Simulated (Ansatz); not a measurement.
**C₂H₄FGe radical: basis-set convergence**

Aim: see how fast density functionals converge with the basis set for C₂H₄FGe radical.

Program: Ansatz 0.2.0, Gaussian basis. Level of theory: one geometry, several basis sets. These are calculated values, not measurements.

Levels to be run: PBE0-D4/def2-SVP; ωB97M-V/def2-SVP; PBE0-D4/def2-QZVPP; ωB97M-V/def2-QZVPP; the functionals' def2-TZVPP values are taken from earlier runs.

### 1 The geometry

The geometry comes from an earlier relaxation with PBE0-D4 in a triple-zeta def2 set; it is a stationary point, not always the lowest conformer.

SMILES `C=[CH][GeH][F]`, 8 atoms, charge 0, spin multiplicity 2.

Atoms are counted from 1 here; the program's logs count them from 0.

Bond lengths: C1–C2 1.331 Å, C1–H5 1.086 Å, C1–H6 1.085 Å, C2–Ge3 1.928 Å, C2–H7 1.087 Å, Ge3–F4 1.752 Å, Ge3–H8 1.553 Å. Angles: C2–C1–H5 121.6°, C2–C1–H6 121.7°, H5–C1–H6 116.8°, C1–C2–Ge3 121.7°, C1–C2–H7 120.3°, Ge3–C2–H7 117.9°, C2–Ge3–F4 105.0°, C2–Ge3–H8 114.8°, F4–Ge3–H8 105.7°.

### 2 PBE0-D4 in def2-SVP

in.yaml

```yaml
crystal:
  periodic: [false, false, false]
  atoms:
    - {symbol: C, position_ang: [-0.160787, 1.290039, -0.176560]}
    - {symbol: C, position_ang: [0.568913, 0.203136, -0.415698]}
    - {symbol: Ge, position_ang: [0.333408, -1.419265, 0.599792]}
    - {symbol: F, position_ang: [-1.139673, -1.170892, 1.514216]}
    - {symbol: H, position_ang: [-0.012798, 2.209000, -0.736800]}
    - {symbol: H, position_ang: [-0.941788, 1.297696, 0.577112]}
    - {symbol: H, position_ang: [1.358256, 0.225519, -1.163292]}
    - {symbol: H, position_ang: [0.086668, -2.692432, -0.254569]}
basis:
  gaussian: {orbitals: def2-SVP}
magnetization: {spin_polarized: true, initial_magnetization: 1}
hamiltonian: {xc: pbe0, dispersion: d4}
output: {orbitals: {seedname: orbitals}}
```

Command:

```console
$ ansatz run in.yaml --threads 4 --pin off --events-out ev --progress --plain --max-ram 10444MiB
```

After this run come: ωB97M-V in def2-SVP; PBE0-D4 in def2-QZVPP; ωB97M-V in def2-QZVPP.

**Question.** What will the summary of the whole plan be? Wanted: PBE0-D4: double and triple zeta above quadruple; ωB97M-V: double and triple zeta above quadruple.

**Answer**, as computed:

```
                                       quantity           value
PBE0-D4: double and triple zeta above quadruple  14.46, 1.50 eV
ωB97M-V: double and triple zeta above quadruple  14.58, 1.46 eV
```

What this shows: PBE0-D4 gains 12.95 eV from double to triple zeta, then 1.50 eV more. Total energies overstate the basis error of differences, where much of it tends to cancel.
